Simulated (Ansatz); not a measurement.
## Ca-Sr mixtures: a scan of ordered alloys across composition, step by step

Computed with the Python package of Ansatz (0.2.0).

The cells in order, each with its output:

**Cell 1**
```python
from collections import Counter

import ansatz as az
import numpy as np
```

**Cell 2**
```python
def fcc(a_site, a):
    return (
        az.Lattice.fcc(a)
        .space_group(225)
        .atom(a_site, [0, 0, 0])
        .primitive()
    )
```

**Cell 3**
```python
A_FIRST, A_LAST = 5.59, 6.08
```

**Cell 4**
```python
def run_phase(name, crystal):
    calc = (
        crystal.calculation()
        .functional("lda")
        .basis(20 * az.Ha, xc_grid=3)
        .accuracy("low")
        .mixing("anderson", ndim=12, beta=0.4)
        .scf(tolerance=1e-09, extra_bands=6, lower_state_search="standard")
        .kpoints(spacing=0.3)
        .occupations("cold", width=0.05)  # fractional filling near the Fermi level
        .band_table()  # levels at the mesh points
    )
    calc = calc.relax(force_tolerance=0.02, fix_cell=["shape"])
    return calc.run(threads=1, pin="off")
```

**Cell 5**
```python
def volume_per_atom(outcome):
    return abs(np.linalg.det(outcome.lattice.cell_ang)) / len(outcome.lattice.sites)
```

**Cell 6**
```python
def counts(outcome):
    return Counter(site.symbol for site in outcome.lattice.sites)
```

**Cell 7**
```python
# swap the mixed sites of the conventional cell one by one
phases = {}
for k in range(4 + 1):
    a = A_FIRST + (A_LAST - A_FIRST) * k / 4
    cell = fcc("Ca", a).conventional().resolved()
    sites = [site.position for site in cell.sites if site.symbol == "Ca"]
    for position in sites[:k]:
        cell = cell.substitution("Sr", at=position, replaces="Ca")
    phases[f"Ca{4 - k}Sr{k}"] = cell.resolved()
```

**Cell 8**
```python
done = {name: run_phase(name, crystal) for name, crystal in phases.items()}
```
Output:
```text
DeckWarning: relax.cell: scf.convergence.dr2_threshold = 1e-9 eV is looser than the 4e-10 eV advised for a relaxation that steers and ends on the stress (1e-10 eV for each atom of the cell: 4). What [...]
RunWarning: on these k-points the computed levels leave a gap of 0.1563 eV at the electron count, 3.1 widths of the cold smearing (0.0500 eV); against the step filling of these same bands (every [...]
```

**Cell 9**
```python
# x is the share of the second element on the mixed sites; both end members stand on this same lattice
x = {name: counts(o)["Sr"] / (counts(o)["Ca"] + counts(o)["Sr"]) for name, o in done.items()}
first, last = min(x, key=x.get), max(x, key=x.get)
energy = {name: o.report["energy_sigma0_ev"] / len(o.lattice.sites) for name, o in done.items()}
volume = {name: volume_per_atom(o) for name, o in done.items()}
rows = []
for name in sorted(done, key=x.get):
    line = lambda table: (1 - x[name]) * table[first] + x[name] * table[last]
    rows.append((name, x[name], 1000 * (energy[name] - line(energy)), volume[name], 100 * (volume[name] / line(volume) - 1)))
print("| cell | x(Sr) | E_mix (meV/atom) | V (A^3/atom) | excess V (%) |")
print("| --- | --- | --- | --- | --- |")
for row in rows:
    print(f"| {row[0]} | {row[1]:.3f} | {row[2]:+.1f} | {row[3]:.3f} | {row[4]:+.2f} |")
# a fit of these few cells to Omega x(1 - x); small periodic cells, not a random solution
shape = np.array([row[1] * (1 - row[1]) for row in rows])
print("Omega =", round(float(shape @ [row[2] for row in rows] / (shape @ shape)), 1), "meV/atom")
```
Output:
```text
| cell | x(Sr) | E_mix (meV/atom) | V (A^3/atom) | excess V (%) |
| --- | --- | --- | --- | --- |
| Ca4Sr0 | 0.000 | +0.0 | 38.154 | +0.00 |
| Ca3Sr1 | 0.250 | +10.3 | 40.206 | -1.29 |
| Ca2Sr2 | 0.500 | +15.0 | 43.153 | -0.35 |
| Ca1Sr3 | 0.750 | +10.7 | 45.935 | +0.11 |
| Ca0Sr4 | 1.000 | +0.0 | 48.459 | +0.00 |
Omega = 57.9 meV/atom
```

Mixing energies: +10 meV an atom at x(Sr) = 0.25 (volume -1.3 % off the straight line), +15 meV an atom at x(Sr) = 0.50 (volume -0.4 % off the straight line) and +11 meV an atom at x(Sr) = 0.75 (volume +0.1 % off the straight line). Values this small can change sign on a finer mesh.

Reading the output:
- These settings explore the input space; cutoff and mesh may be short of convergence.
- For the metals among these phases the mesh is modest: differences between phases can be off by up to 40 meV an atom.
- Atoms and volume are relaxed with the cell's shape held, which in cells of lower than cubic symmetry can hide stresses and shift volumes.
- Warnings are shown shortened and without file and line.
- These are small ordered cells, with both end members on the same lattice, which need not be their own; they aren't random solutions. Differences under about 40 meV an atom lie within the error of mesh and functional.
- The cells are prototypes set up for this calculation and needn't exist.
- Timing: 2.7 min on 1 thread of Arm Neoverse V1, on a shared host, peak memory 0.58 GiB.

(Lines on the test bed's own set-up are left out of the output.)
